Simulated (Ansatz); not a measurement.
# CH2BFO: the cost of one run

Computed with Ansatz 0.2.0, driven from Python. Level of theory: B3LYP/cc-pVDZ.

## (1) The structure

Bond lengths: F1–C2 1.322 Å, C2–B3 1.553 Å, C2–O4 1.418 Å, B3–O4 1.523 Å, C2–H5 1.123 Å, B3–H6 1.197 Å. Angles: F1–C2–B3 114.3°, F1–C2–O4 115.0°, F1–C2–H5 119.4°, B3–C2–O4 61.5°, B3–C2–H5 121.8°, O4–C2–H5 110.5°, C2–B3–O4 54.9°, C2–B3–H6 137.8°, O4–B3–H6 143.3°, C2–O4–B3 63.6°.

No structure file is read: the coordinates are typed or built in the script.

## (2) The script

The input, opt_ch2bfo.py:

```python
'''Relax the CH2BFO molecule.'''

import ansatz as az
import numpy as np

geometry_ang = [
    ('F', [-1.4482, 0.0088, -0.8986]),
    ('C', [-0.1909, -0.1847, -0.5394]),
    ('B', [0.1418, 0.2855, 0.9027]),
    ('O', [0.5746, 0.9975, -0.3723]),
    ('H', [0.4148, -0.9758, -1.058]),
    ('H', [0.55, -0.1953, 1.9195]),
]
molecule = az.Crystal.molecule()
for symbol, xyz in geometry_ang:
    molecule = molecule.atom(symbol, xyz)

model = molecule.calculation().basis(gaussian='cc-pVDZ').functional('B3LYP')
symbols = [site.symbol for site in molecule.cartesian_sites]
start = np.array([site.position_ang for site in molecule.cartesian_sites], dtype=float)
def progress(event):
    if event['event'] == 'relax_step':
        row = event['data']
        print(f'step {row["step"]:3d}  E = {row["lagrangian_ev"]:.6f} eV  largest force component {row["allowed_force_max_ev_ang"]:.4f} eV/A')


summary = model.relax(force_tolerance=0.02).session().plan().execute(on_event=progress).report
end = np.array(summary['positions_ang'])

print(f'E = {summary["free_energy_ev"]:.6f} eV = {summary["free_energy_ev"] / 27.211386246:.7f} Ha')
print('converged:', summary['converged'], ' doubts:', summary['published_state_doubts'] or 'none')

print('final positions (A) and the move of each atom')
for symbol, xyz, old in zip(symbols, end, start):
    print(f'{symbol:2s} {xyz[0]:10.5f} {xyz[1]:10.5f} {xyz[2]:10.5f}   {np.linalg.norm(xyz - old):7.4f}')

charges = summary['charge_distribution']
dipole = np.array(charges['dipole_moment_e_ang']) * 4.803205
print('dipole (D): {:.3f} {:.3f} {:.3f}, length {:.3f}'.format(*dipole, np.linalg.norm(dipole)))
print('atom  Mulliken   Lowdin')
for symbol, m, l in zip(symbols, charges['mulliken_charges_e'], charges['lowdin_charges_e']):
    print(f'{symbol:4s} {m:9.3f} {l:8.3f}')
```

## (3) The calls as engine input

The engine receives this input:

```yaml
crystal:
  periodic: [false, false, false]
  atoms:
    - { symbol: F, position_ang: [-1.4482, 0.0088, -0.8986] }
    - { symbol: C, position_ang: [-0.1909, -0.1847, -0.5394] }
    - { symbol: B, position_ang: [0.1418, 0.2855, 0.9027] }
    - { symbol: O, position_ang: [0.5746, 0.9975, -0.3723] }
    - { symbol: H, position_ang: [0.4148, -0.9758, -1.058] }
    - { symbol: H, position_ang: [0.55, -0.1953, 1.9195] }
basis:
  gaussian:
    orbitals: cc-pVDZ
hamiltonian:
  xc: b3lyp
relax:
  f_tol: 0.02
```

## (4) Running it

The run is started by

```console
python opt_ch2bfo.py
```

What time and memory should one allow on 1 thread of Arm Neoverse V2, shared host?

About 14 s, with a peak of 0.23 GiB.
